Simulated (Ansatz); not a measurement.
# Niobium, fcc: r²SCAN0 at the r²SCAN geometry

How do the levels change when part of the exchange is made exact, and what does it cost? Spin polarisation is left out. The geometry was relaxed under r²SCAN beforehand and is kept. Exact exchange is dear, so the k-mesh is coarse, and r²SCAN is run on the same mesh for comparison.

Method: DFT, plane waves (500 eV) with PBE-made PAW files, scalar-relativistic; functionals as named at each step, in Ansatz 0.2.0.

**1. The system as given**

The structure is cubic, space group Fm-3m (No. 225). The conventional cell has a = 4.215 Å, b = 4.215 Å, c = 4.215 Å, α = 90.00°, β = 90.00°, γ = 90.00°. Nb (site symmetry m-3m) is surrounded by 12 Nb at 2.98 Å.

Coordinates:

```cif
data_structure
_symmetry_space_group_name_H-M 'P 1'
_symmetry_Int_Tables_number 1
_cell_length_a 2.9801
_cell_length_b 2.9801
_cell_length_c 2.9801
_cell_angle_alpha 60.000
_cell_angle_beta 60.000
_cell_angle_gamma 60.000
_cell_volume 18.72
loop_
_atom_site_label
_atom_site_type_symbol
_atom_site_fract_x
_atom_site_fract_y
_atom_site_fract_z
_atom_site_occupancy
Nb1 Nb 0.00000 0.00000 0.00000 1
```

**2. r²SCAN on the coarse mesh**

The run with r²SCAN.

File input.yaml:

```yaml
crystal:
  lattice:
    - [0.0, 2.1072792316, 2.1072792316]
    - [2.1072792316, 0.0, 2.1072792316]
    - [2.1072792316, 2.1072792316, 0.0]
  atoms:
    - { symbol: Nb, position: [0.0, 0.0, 0.0] }
hamiltonian:
  xc: r2scan
  pseudopotentials:
    kind: paw
    azcp:
      Nb: "pseudopotentials/Nb.paw.azcp"
basis:
  ecutwfc: 500
  fft_grid_basis: typed
kpoints:
  mp_grid: { grid: [7, 7, 7], shift: [0, 0, 0] }
magnetization:
  spin_polarized: false
scf:
  occupations: { method: fermi_dirac, width: 0.1 }
```

Launch:

```bash
$ ansatz run input.yaml --threads 4 --pin off --max-ram 8192MiB --backend cpu --events-out ev --progress --plain --runs-dir out
```

**3. r²SCAN0, coarse mesh**

The run with r²SCAN0.

Edit input.yaml of step 2 so:

```diff
@@ -8,3 +8,3 @@
 hamiltonian:
-  xc: r2scan
+  xc: r2scan0
   pseudopotentials:
```

(Steps that only read results are left out.)

Q: Predict the outcome of this session. Wanted: r²SCAN: gap; r²SCAN0: gap; r²SCAN0: relative to bcc.

**Answer**, as computed:

| quantity | value |
| --- | --- |
| r²SCAN: gap | none (levels filled in part) |
| r²SCAN0: gap | none (levels filled in part) |
| r²SCAN0: SCF cycles, exchange loops | 18, 3 |
| r²SCAN0: CPU time over that of r²SCAN | 14 |
| r²SCAN0: relative to bcc | +355 meV/atom |

What this shows: Both r²SCAN and r²SCAN0 leave levels filled in part. The hybrid took 14 times as much CPU time as r²SCAN on the same settings. r²SCAN0 needed 3 outer loops of the exchange operator. The dense-mesh value adds +26.4 meV/atom, the change that r²SCAN shows between the coarse mesh and its own dense run (not shown). Under r²SCAN0 it lies 355 meV/atom above bcc (computed apart in the same way); on such meshes a few tens of meV are uncertain for metals. The total energies in the logs cannot be compared from one functional to another.
